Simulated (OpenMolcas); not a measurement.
# Nb³⁺ among point charges: CASSCF and CASPT2 levels and susceptibility

How does a field of 6 point charges split the states of Nb³⁺, and what χT follows?

Program: OpenMolcas 26.06. Level of theory: state-averaged CASSCF and CASPT2, spin-orbit coupling by RASSI with atomic mean-field integrals. These are calculated values, not measurements, unless marked.

## 1. The system

```
Species                           : Nb³⁺ (niobium, Z = 41, 38 electrons)
Basis                             : ANO-RCC-VDZP [6s5p3d1f], 43 functions
Scalar Hamiltonian                : DKH2, point nucleus
Inactive shells                   : 1s 2s 2p 3s 3p 3d 4s 4p
Active space                      : 2 electrons in 5 orbitals (4d)
Some configurations of this space : 4d²
Orbitals                          : optimised for each spin and parity, averaged over all roots
```

Outer shells as boxes (Hund's rule):

4d2
```
4d [↑ ][↑ ][  ][  ][  ]
```

The ion sits among 6 point charges of -1.2 e arranged as a tetragonal octahedron (D4h), 2.22 Å from the ion, with the axial distance 2.375 Å.

Each step is its own input file, run in one work folder so that later steps find the files of earlier ones. Labels, J, g values, rates, χT and fits are worked out afterwards by a script from the matrices that RASSI stores. The input lists half of the charges; inversion (Group=XYZ) makes the rest.

## 2. GATEWAY and SEWARD: basis and integrals

a.inp reads:

```
&GATEWAY
Coord
1

Nb 0.0 0.0 0.0
Basis=ANO-RCC-VDZP
Group=XYZ
NoMove
AngMom=0.0 0.0 0.0
AMFI
XField
3 Angstrom 0
2.220000 0.000000 0.000000 -1.200000
0.000000 2.220000 0.000000 -1.200000
0.000000 0.000000 2.375400 -1.200000
&SEWARD
```

Command:

```sh
> OMP_NUM_THREADS=1 MOLCAS_MEM=1689 MOLCAS_PROJECT=a pymolcas a.inp > a.log
```

## 3. CASSCF: triplets of even parity, 10 roots

a.inp reads:

```
&RASSCF
FileOrb=start.orb
Symmetry=1
Spin=3
nActEl=2 0 0
Inactive=9 9
Ras2=5 0
CIRoot=10 10 1
SDav=10
CIMx=300
Iter=120 100
PrWF=0.3
OrbListing=Nothing
MaxOrb=0
>>> COPY $Project.JobIph JOB001
```

start.orb holds the contracted functions of the basis, ordered by shell, or the orbitals of the step before.

## 4. Reference wave functions, singlets of even parity, 15 roots

a.inp reads:

```
&RASSCF
FileOrb=start.orb
Symmetry=1
Spin=1
nActEl=2 0 0
Inactive=9 9
Ras2=5 0
CIRoot=15 15 1
SDav=15
CIMx=300
Iter=120 100
PrWF=0.3
OrbListing=Nothing
MaxOrb=0
>>> COPY $Project.JobIph JOB002
```

## 5. RASSI: spin-orbit coupling between the states

a.inp reads:

```
&RASSI
NrOfJobIphs=2 10 15
1 2 3 4 5 6 7 8 9 10
1 2 3 4 5 6 7 8 9 10 11 12 13 14 15
IphNames
JOB001
JOB002
EJob
SpinOrbit
DIPRint=1.0
SOCoupling=1000.0
Subsets=2
Property=9
'ANGMOM' 1 'ANGMOM' 2 'ANGMOM' 3 'MLTPL  1' 1 'MLTPL  1' 2 'MLTPL  1' 3
'AMFI' 1 'AMFI' 2 'AMFI' 3
SOProperty=3
'ANGMOM' 1 'ANGMOM' 2 'ANGMOM' 3
```

## 6. CASPT2: IPEA 0.25, imaginary shift 0.1 (closed shells correlated: 4s 4p)

a.inp reads:

```
>>> COPY JOB001 $Project.JobIph
&CASPT2
Multistate=10 1 2 3 4 5 6 7 8 9 10
NoMult
Frozen=8 6
IPEA=0.25
Imaginary=0.1
MaxIter=60
WThr=0.0 0.3 0.05
PrWF=0.5
NoMix
>>> COPY JOB002 $Project.JobIph
&CASPT2
Multistate=15 1 2 3 4 5 6 7 8 9 10 11 12 13 14 15
NoMult
Frozen=8 6
IPEA=0.25
Imaginary=0.1
MaxIter=60
WThr=0.0 0.3 0.05
PrWF=0.5
NoMix
```

(Steps that only read results are left out.)

Q: Predict the outcome of this session. Wanted: spin-free ground state; first state of the same spin within the active space; lowest level; next level.

As calculated:

| quantity | value |
| --- | --- |
| method | SS-CASPT2, IPEA 0.25, imaginary shift 0.1 (closed shells correlated: 4s 4p) |
| spin-free ground state | 3A2, 1-fold in its orbital part |
| first state of the same spin within the active space | 3E at 938 cm⁻¹ |
| lowest level | 1-fold A1 |
| next level | 192.9 cm⁻¹ |
| χT at 300 K | 0.39 cm³ K/mol |
| effective moment at 300 K | 1.76 μB |

Cost by method:

```csv
method,time of its own steps,time with the reference
A. CASSCF,5.3 s,5.3 s
"B. SS-CASPT2, IPEA 0.25, imaginary shift 0.1, +4s 4p",1.8 s,7 s
```

Times are of one thread on a shared host.

The spin-free ground state (3A2) comes to 96 % from free-ion F terms and keeps the highest spin of the shell. χT at 300 K is 0.39, against 1.00 cm³ K/mol for the spin alone, so spin-orbit coupling lowers it. The field of point charges can differ much from that of real complexes. This is an electrostatic model: the charges have no orbitals.
